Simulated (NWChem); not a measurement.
# PbO (SMILES [O][Pb]): levels of theory compared

We compute a comparison of 6 runs (B2PLYP/def2-TZVP, BHLYP/def2-TZVP, CAM-B3LYP/def2-TZVP, M06-2X/def2-TZVP, wB97X/def2-TZVP, MP3/def2-TZVP) of PbO. 

The calculation is run with NWChem 7.3.0.

2 further runs of the same task are left out: 2 set aside as unsound or not needed.

## Step 1: The system as given

The species is PbO (2 atoms), meant as a singlet with charge 0. As SMILES, `[O][Pb]`. The bond length is the measured one.

Bond lengths: O1–Pb2 1.922 Å.

## Step 2: The energy at B2PLYP/def2-TZVP (core potential) (run 1)

opb.nw reads:

```
start opb
title "OPb energy"
memory stack 880 mb heap 220 mb global 1100 mb

geometry units angstroms noautosym nocenter noautoz
   O        0.000000       0.000000       0.000000
   Pb       0.000000       0.000000       1.921813
end

basis spherical bse
   * library def2-TZVP
end

ecp bse
   Pb library def2-TZVP
end

dft
   xc hfexch 0.53 becke88 0.47 lyp 0.73 mp2 0.27
   dftmp2 semidirect
   grid xfine
   convergence energy 1e-08
   iterations 100
   mulliken
   print low
end

mp2
   freeze core 5
end

task dft
```

Command:

```sh
$ nwchem opb.nw > opb.out
```

Standard output:

```text
[...]
 d= 0,ls=0.0,diis     1   -267.3808596481 -3.16D+02  3.92D-02  1.75D+00     1.6
[...]
 d= 0,ls=0.0,diis    11   -267.6281520177 -3.34D-09  2.67D-07  5.85D-10    13.0
         Total DFT energy =     -267.628152017708
      One electron energy =     -536.983129516055
           Coulomb energy =      245.029206998615
    Exchange-Corr. energy =      -24.136382594219
 Nuclear repulsion energy =       48.462153093952
[...]
      Total Density - Mulliken Population Analysis
     ---------------------------------------------
    Atom       Charge   Shell Charges
 -----------   ------   -------------------------------------------------------
    1 O    8     8.74   0.79  1.18  0.62  0.95  0.38  1.77  1.84  1.19  0.00  0.01  0.00
    2 Pb  22    21.26   0.07 -0.60  1.84  0.72  1.14  0.77 -0.63  6.59  0.49  0.62  0.14  9.04  0.94  0.10  0.01  0.04
[...]
  Basis functions       =     81
[...]
```

Wall time 15 s (1 thread of INTEL XEON PLATINUM 8581C at 2.10GHz (Emerald Rapids), shared host); peak memory 0.19 GiB.

## Step 3: Energy and gradient at BHLYP/def2-TZVP (core potential) (run 2)

opb.nw reads:

```
start opb
title "OPb"
memory 2200 mb
charge 0
geometry units angstroms noautosym nocenter noautoz
  O     0.000000    0.000000    0.000000
  Pb    0.000000    0.000000    1.921813
end
basis spherical bse
  O library def2-TZVP
  Pb library def2-TZVP
end
ecp bse
  Pb library def2-TZVP
end
dft
  xc bhlyp
  mult 1
  grid xfine
  convergence energy 1e-08
  maxiter 100
  mulliken
  print medium
end
task dft gradient
```

Command:

```sh
$ nwchem opb.nw > opb.out
```

Standard output:

```text
[...]
          Wavefunction type:  closed shell.
          No. of atoms     :     2
          No. of electrons :    30
[...]
          Charge           :     0
          Spin multiplicity:     1
[...]
          AO basis - number of functions:    81
[...]
              XC Information
              --------------
                        BHLYP Method XC Functional
                     Hartree-Fock (Exact) Exchange  0.500
                        Slater Exchange Functional  0.500 local
                    Becke 1988 Exchange Functional  0.500 non-local
              Lee-Yang-Parr Correlation Functional  1.000
[...]
 d= 0,ls=0.0,diis     1   -267.6917280391 -3.16D+02  4.00D-02  1.74D+00     1.6
[...]
 d= 0,ls=0.0,diis    11   -267.9391575810 -3.27D-09  3.94D-07  1.73D-09    13.4
         Total DFT energy =     -267.939157581003
      One electron energy =     -537.063327570359
           Coulomb energy =      245.114602347860
    Exchange-Corr. energy =      -24.452585452455
 Nuclear repulsion energy =       48.462153093952
[...]
  wavefunction    = closed shell
                         DFT ENERGY GRADIENTS
    atom               coordinates                        gradient
                 x          y          z           x          y          z
   1 O       0.000000   0.000000   0.000000   -0.000000  -0.000000  -0.022094
   2 Pb      0.000000   0.000000   3.631700    0.000000   0.000000   0.022094
[...]
```

Wall time 18 s (1 thread of INTEL XEON PLATINUM 8581C at 2.10GHz (Emerald Rapids), shared host); peak memory 0.13 GiB.

Runs 3 to 5 aren't shown in full; the table further down has their settings and results.

## Step 4: The energy at MP3/def2-TZVP (core potential) (run 6)

job.nw reads:

```
start job
title "OPb energy"
memory 2200 mb
charge 0
geometry units angstroms noautosym nocenter noautoz
 O     0.000000    0.000000    0.000000
 Pb    0.000000    0.000000    1.921813
end
basis spherical bse
 * library def2-TZVP
end
ecp bse
 Pb library def2-TZVP
end
scf
 nopen 0
 rhf
 thresh 1e-08
 maxiter 80
 print medium
end
tce
 scf
 mbpt3
 freeze core 5
 maxiter 60
end
task tce
```

Command:

```sh
$ nwchem job.nw > job.out
```

Standard output:

```text
[...]
  functions       =    81
[...]
  wavefunction    = RHF
[...]
         Total SCF energy =   -266.680624321510
      One-electron energy =   -536.876783087916
      Two-electron energy =    221.734005672454
 Nuclear repulsion energy =     48.462153093952
        Time for solution =     20.2s
[...]
         Wavefunction type : Restricted Hartree-Fock
          No. of electrons :    30
[...]
         Spin multiplicity : singlet
[...]
```

Run time: 37 s. Hardware: 1 thread of INTEL XEON PLATINUM 8581C at 2.10GHz (Emerald Rapids), shared host; peak memory 1.1 GiB.

## Step 5: All runs side by side

| run | level | task | frozen core orbitals | energy (Eh) | wall time |
| --- | --- | --- | --- | --- | --- |
| 1 | B2PLYP/def2-TZVP (core potential) | energy | 5 | -267.853449 | 15 s |
| 2 | BHLYP/def2-TZVP (core potential) | gradient | – | -267.939158 | 18 s |
| 3 | CAM-B3LYP/def2-TZVP (core potential) | gradient | – | -268.053409 | 53 s |
| 4 | M06-2X/def2-TZVP (core potential) | gradient | – | -267.945482 | 23 s |
| 5 | wB97X/def2-TZVP (core potential) | gradient | – | -268.122931 | 59 s |
| 6 | MP3/def2-TZVP (core potential) | energy | 5 | -267.265493 | 37 s |

## Step 6: Summary of results

| quantity | value |
| --- | --- |
| run 6: total energy | -267.26549 Eh |
| run 6: HOMO energy (Hartree–Fock orbitals) | -9.96 eV |
| run 6: LUMO energy (Hartree–Fock orbitals) | 0.24 eV |
| run 6: HOMO–LUMO gap (Hartree–Fock orbitals) | 10.21 eV |
| run 6: correlation energy (5 core orbitals frozen) | -584.9 mEh |

Over runs 2, 3, 4, 5 the dipole moment (its size) runs from 4.96 D (CAM-B3LYP/def2-TZVP) to 5.36 D (M06-2X/def2-TZVP). Over runs 2, 3, 4, 5 the HOMO–LUMO gap runs from 6.82 eV (BHLYP/def2-TZVP) to 9.10 eV (wB97X/def2-TZVP). Totals of different functionals can't be ranked against each other. All runs together took 3.4 min, the longest 59 s.
